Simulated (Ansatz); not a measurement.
**SiH4 (SMILES [H][Si]([H])([H])[H]) at HSE06/3-21G**

What is the electronic atomisation energy of SiH4 at HSE06/3-21G? 

The calculation is run with Ansatz 0.2.0.

51 further runs of the same task are left out: 51 set aside as unsound or not needed.

## 1. The molecule

The species is SiH4 (5 atoms), meant as a singlet with charge 0. SMILES: `[H][Si]([H])([H])[H]`. The shape is that of a GFN2-xTB optimisation.

Bond lengths: Si1–H2 1.461 Å, Si1–H3 1.461 Å, Si1–H4 1.461 Å, Si1–H5 1.461 Å. Angles: H2–Si1–H3 109.5°, H2–Si1–H4 109.5°, H2–Si1–H5 109.5°, H3–Si1–H4 109.5°, H3–Si1–H5 109.5°, H4–Si1–H5 109.5°.

## 2. A single-point energy at HSE06/3-21G

File molecule.yaml:

```yaml
crystal:
  periodic: [false, false, false]
  atoms:
    - {symbol: Si, position_ang: [0.000060, -0.000040, 0.000090]}
    - {symbol: H, position_ang: [0.011300, -0.019430, 1.460880]}
    - {symbol: H, position_ang: [1.373450, 0.011260, -0.497760]}
    - {symbol: H, position_ang: [-0.696580, 1.196700, -0.465720]}
    - {symbol: H, position_ang: [-0.688230, -1.188490, -0.497490]}
basis:
  gaussian:
    orbitals: 3-21G.json
hamiltonian:
  xc: {name: HSE06}
accuracy: high
```

The basis set 3-21G is read from a file made from the Basis Set Exchange's data (not shown).

Launch:

```bash
$ ansatz run molecule.yaml --threads 1 --pin off --max-ram 2610MiB --events-out events.jsonl --progress --plain --runs-dir runs
```

Output:

```text
Warning: RAYON_NUM_THREADS=1 ignored (pool sized by the plan → 1); use --threads N
Functional definition: HSE06
  name "HSE06"
  parameter a = 0.25
  parameter omega = 0.11/bohr
  exchange = pbe_x - a*pbe_x_sr(omega) + a*exact_x_sr(omega)
  correlation = pbe_c
424 factors; integrals over basis functions are off by at most 3.8e-9 eV
73 factors; integrals over basis functions are off by at most 2.1e-9 eV
mean field evaluation 1: about -7896.1142 eV, gradient 5.3e0 eV
mean field evaluation 2: about -7896.2158 eV, gradient 1.9e0 eV
mean field evaluation 4: about -7896.2287 eV, gradient 1.2e-2 eV
mean field evaluation 8: about -7896.2235 eV, gradient 2.4e-4 eV
mean field -7896.22347384 eV, -290.1808604111 hartree, gradient 5.3e-9 eV, S^2 0.000000; 0 other end points of the search recorded, 0 dependent functions left out
reference -7896.22347639 eV, -290.1808605050 hartree; 9, 9 occupied and 12, 12 virtual orbitals, 424 factors
Total energy: -7896.22347639 eV, -290.1808605050 hartree
```

Run time: 0.66 s. Hardware: 1 thread of Intel Xeon Platinum 8488C (Sapphire Rapids), shared host.

## 3. The H atom, same level

File in.yaml:

```yaml
crystal:
  periodic: [false, false, false]
  atoms:
    - {symbol: H, position_ang: [0.000000, 0.000000, 0.000000]}
basis:
  gaussian:
    orbitals: 3-21G.json
hamiltonian:
  xc: hse06
magnetization:
  spin_polarized: true
  initial_magnetization: 1
accuracy: high
```

The basis set 3-21G is read from a file made from the Basis Set Exchange's data (not shown).

Launch:

```bash
$ ansatz run in.yaml --threads 1 --pin off --max-ram 2610MiB --events-out events.jsonl --progress --plain --runs-dir runs
```

Output, shortened:

```text
Warning: RAYON_NUM_THREADS=1 ignored (pool sized by the plan → 1); use --threads N
[... 6 set-up lines as earlier in the session ...]
3 factors; integrals over basis functions are off by at most 5.6e-10 eV
3 factors; integrals over basis functions are off by at most 1.8e-10 eV
mean field evaluation 1: about -13.5007 eV, gradient 3.4e-1 eV
mean field evaluation 2: about -13.5017 eV, gradient 2.0e-2 eV
mean field evaluation 4: about -13.5010 eV, gradient 5.3e-6 eV
mean field evaluation 8: about -13.5010 eV, gradient 9.5e-8 eV
mean field -13.50102814 eV, -0.4961536327 hartree, gradient 9.5e-8 eV, S^2 0.750000; 0 other end points of the search recorded, 0 dependent functions left out
reference -13.50102909 eV, -0.4961536676 hartree; 1, 0 occupied and 1, 2 virtual orbitals, 3 factors
Total energy: -13.50102909 eV, -0.4961536676 hartree
```

It took 0.12 s on 1 thread of Intel Xeon Platinum 8488C (Sapphire Rapids), shared host.

## 4. The Si atom, same level

File molecule.yaml:

```yaml
basis:
  gaussian:
    orbitals: 3-21G.json
crystal:
  periodic: [false, false, false]
  atoms:
    - {symbol: Si, position_ang: [0.000000, 0.000000, 0.000000]}
magnetization:
  spin_polarized: true
  initial_magnetization: 2
hamiltonian:
  xc: {name: HSE06}
accuracy: high
```

The basis set 3-21G is read from a file made from the Basis Set Exchange's data (not shown).

Run the same way, it converges to -287.72037 Eh (log not shown).

## 5. What came out

Level: HSE06/3-21G.

```
                     quantity          value
       molecule: total energy  -290.18086 Eh
         H atom: total energy    -0.49615 Eh
                 H atom: ⟨S²⟩          0.750
        Si atom: total energy  -287.72037 Eh
                Si atom: ⟨S²⟩          2.000
electronic atomisation energy      12.949 eV
```

In words: Taking the molecule apart into free atoms costs 12.95 eV (299 kcal/mol), before zero-point energy and without spin-orbit coupling. The basis has no polarisation functions, which makes bonds too weak.
